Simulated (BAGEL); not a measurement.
# CH4BClS (SMILES CSBCl) at HF/cc-pVDZ (density fitting with qzvpp-jkfit)

What is the vertical singlet–triplet gap of CH4BClS at HF/cc-pVDZ (density fitting with qzvpp-jkfit)? 

The results are computed with BAGEL 1.2.2.

### Step 1. Starting point

CH4BClS: 8 atoms, total charge 0, spin state singlet. SMILES: `CSBCl`. Geometry: relaxed at PBE0-D4/def2-TZVP. This is one conformer, not always the lowest.

Bond lengths: C1–S2 1.810 Å, S2–B3 1.766 Å, B3–Cl4 1.749 Å, C1–H5 1.088 Å, C1–H6 1.089 Å, C1–H7 1.089 Å, B3–H8 1.191 Å. Angles: C1–S2–B3 103.2°, S2–B3–Cl4 119.0°, S2–C1–H5 110.2°, S2–C1–H6 109.0°, S2–C1–H7 109.0°, S2–B3–H8 121.7°, Cl4–B3–H8 119.3°, H5–C1–H6 109.7°, H5–C1–H7 109.7°, H6–C1–H7 109.3°.

### Step 2. A single-point energy at HF/cc-pVDZ (density fitting with qzvpp-jkfit)

Contents of input.json:

```json
{ "bagel" : [

{
  "title" : "molecule",
  "basis" : "cc-pvdz.json",
  "df_basis" : "qzvpp-jkfit",
  "angstrom" : "true",
  "geometry" : [
    { "atom" : "C", "xyz" : [   -0.471000,    1.184200,    0.216300 ] },
    { "atom" : "S", "xyz" : [    0.979400,    0.341100,   -0.461900 ] },
    { "atom" : "B", "xyz" : [    0.578900,   -1.367600,   -0.269600 ] },
    { "atom" : "Cl", "xyz" : [    1.728300,   -2.572200,   -0.805600 ] },
    { "atom" : "H", "xyz" : [   -1.201900,    0.455300,    0.560900 ] },
    { "atom" : "H", "xyz" : [   -0.157800,    1.812600,    1.049100 ] },
    { "atom" : "H", "xyz" : [   -0.912200,    1.808700,   -0.559500 ] },
    { "atom" : "H", "xyz" : [   -0.451500,   -1.719100,    0.214500 ] }
  ]
},
{ "title" : "hf", "charge" : 0 },
{ "title" : "print", "file" : "orbitals.molden", "orbitals" : "true" }

]}
```

The basis set cc-pVDZ is read from a file made from the Basis Set Exchange's data (not shown).

Command:

```bash
$ BAGEL_NUM_THREADS=1 BAGEL input.json > input.out
```

What it wrote:

```text
* using 1 threads per process

  ===============================================================
  ===============================================================

  *** Geometry ***

  { "atom" : "C", "xyz" : [     -0.890061,      2.237814,      0.408748 ] },
  { "atom" : "S", "xyz" : [      1.850798,      0.644586,     -0.872864 ] },
  { "atom" : "B", "xyz" : [      1.093962,     -2.584389,     -0.509470 ] },
  { "atom" : "Cl", "xyz" : [      3.266014,     -4.860754,     -1.522363 ] },
  { "atom" : "H", "xyz" : [     -2.271262,      0.860392,      1.059947 ] },
  { "atom" : "H", "xyz" : [     -0.298199,      3.425318,      1.982512 ] },
  { "atom" : "H", "xyz" : [     -1.723808,      3.417948,     -1.057302 ] },
  { "atom" : "H", "xyz" : [     -0.853211,     -3.248628,      0.405346 ] },

  Number of auxiliary basis functions:      478

  Since a DF basis is specified, we compute 2- and 3-index integrals:
    o Being stored without compression. Storage requirement is 0.027 GB

  Number of basis functions:       84
  Number of electrons      :       48

    * METHOD: MOLECULE                             0.19

  *** RHF ***

  === Nuclear Repulsion ===
   181.9136159432

      * DIIS with orbital gradients will be used.

  === RHF iteration (cc-pvdz.json) ===
      0       -921.89985944          0.00957912           0.05
      1       -921.97497616          0.00345698           0.05
      2       -921.98334890          0.00129338           0.05
      3       -921.98455787          0.00020949           0.05
      4       -921.98459203          0.00005572           0.05
      5       -921.98459671          0.00001854           0.05
      6       -921.98459721          0.00000695           0.05
      7       -921.98459729          0.00000243           0.05
      8       -921.98459730          0.00000065           0.05
      9       -921.98459730          0.00000024           0.05
     10       -921.98459730          0.00000008           0.05
     11       -921.98459730          0.00000003           0.05
     12       -921.98459730          0.00000001           0.05
     13       -921.98459730          0.00000000           0.05
    * SCF iteration converged.

    * Permanent dipole moment:
           (    0.804248,    -0.601137,    -0.375726) a.u.

    * METHOD: HF                                   0.87

    * METHOD: PRINT                                0.01

  ===============================================================
```

Wall time 1.2 s (1 thread of Arm Neoverse V2, shared host).

### Step 3. The triplet, same level

Contents of hf.json:

```json
{ "bagel": [

{
  "title": "molecule",
  "basis": "cc-pvdz.json",
  "df_basis": "qzvpp-jkfit",
  "angstrom": "true",
  "geometry": [
    { "atom": "C", "xyz": [      -0.471000,       1.184200,       0.216300 ] },
    { "atom": "S", "xyz": [       0.979400,       0.341100,      -0.461900 ] },
    { "atom": "B", "xyz": [       0.578900,      -1.367600,      -0.269600 ] },
    { "atom": "Cl", "xyz": [       1.728300,      -2.572200,      -0.805600 ] },
    { "atom": "H", "xyz": [      -1.201900,       0.455300,       0.560900 ] },
    { "atom": "H", "xyz": [      -0.157800,       1.812600,       1.049100 ] },
    { "atom": "H", "xyz": [      -0.912200,       1.808700,      -0.559500 ] },
    { "atom": "H", "xyz": [      -0.451500,      -1.719100,       0.214500 ] }
  ]
},

{ "title": "uhf", "nopen": 2 },

{ "title": "print", "file": "orbitals.molden", "orbitals": "true" }

]}
```

The basis set cc-pVDZ is read from a file made from the Basis Set Exchange's data (not shown).

Command:

```bash
$ BAGEL_NUM_THREADS=1 BAGEL hf.json > hf.out
```

What it wrote:

```text
* using 1 threads per process

  ===============================================================
  ===============================================================

  *** Geometry ***

  { "atom" : "C", "xyz" : [     -0.890061,      2.237814,      0.408748 ] },
  { "atom" : "S", "xyz" : [      1.850798,      0.644586,     -0.872864 ] },
  { "atom" : "B", "xyz" : [      1.093962,     -2.584389,     -0.509470 ] },
  { "atom" : "Cl", "xyz" : [      3.266014,     -4.860754,     -1.522363 ] },
  { "atom" : "H", "xyz" : [     -2.271262,      0.860392,      1.059947 ] },
  { "atom" : "H", "xyz" : [     -0.298199,      3.425318,      1.982512 ] },
  { "atom" : "H", "xyz" : [     -1.723808,      3.417948,     -1.057302 ] },
  { "atom" : "H", "xyz" : [     -0.853211,     -3.248628,      0.405346 ] },

  Number of auxiliary basis functions:      478

  Since a DF basis is specified, we compute 2- and 3-index integrals:
    o Being stored without compression. Storage requirement is 0.027 GB

  Number of basis functions:       84
  Number of electrons      :       48

    * METHOD: MOLECULE                             0.19

  *** Open-shell HF ***

  === Nuclear Repulsion ===
   181.9136159432

      * DIIS with orbital gradients will be used.

  === UHF iteration (cc-pvdz.json) ===
      0       -921.68313629          0.02229958           0.10
      1       -921.80119997          0.00796060           0.10
      2       -921.81671902          0.00323473           0.10
      3       -921.81932592          0.00112913           0.10
      4       -921.82007227          0.00027644           0.10
      5       -921.82013861          0.00013428           0.10
      6       -921.82016468          0.00003292           0.11
      7       -921.82016747          0.00001492           0.11
      8       -921.82016827          0.00000584           0.11
      9       -921.82016842          0.00000176           0.11
     10       -921.82016844          0.00000050           0.11
     11       -921.82016845          0.00000024           0.11
     12       -921.82016845          0.00000011           0.11
     13       -921.82016845          0.00000006           0.11
     14       -921.82016845          0.00000004           0.11
     15       -921.82016845          0.00000002           0.11
     16       -921.82016845          0.00000001           0.11
     17       -921.82016845          0.00000001           0.11
    * SCF iteration converged.

    * S^2 (UHF) is 2.0241

    * Permanent dipole moment:
           (    0.714888,    -2.476322,    -0.328902) a.u.

    * METHOD: UHF                                  2.03

    * METHOD: PRINT                                0.01

  ===============================================================
```

Run time: 2.4 s. Hardware: 1 thread of Arm Neoverse V2, shared host.

### Step 4. Results

Level: HF/cc-pVDZ (density fitting with qzvpp-jkfit).

| quantity | value |
| --- | --- |
| singlet: total energy | -921.98460 Eh |
| singlet: dipole moment | 2.72 D |
| singlet: HOMO energy | -10.32 eV |
| singlet: LUMO energy | 2.71 eV |
| singlet: HOMO–LUMO gap | 13.03 eV |
| triplet: total energy | -921.82017 Eh |
| triplet: dipole moment | 6.60 D |
| triplet: ⟨S²⟩ | 2.024 |
| vertical energy of the triplet above the singlet | 4.474 eV |

**Reading.** At this shape the triplet lies 4.47 eV (103 kcal/mol) above the singlet.
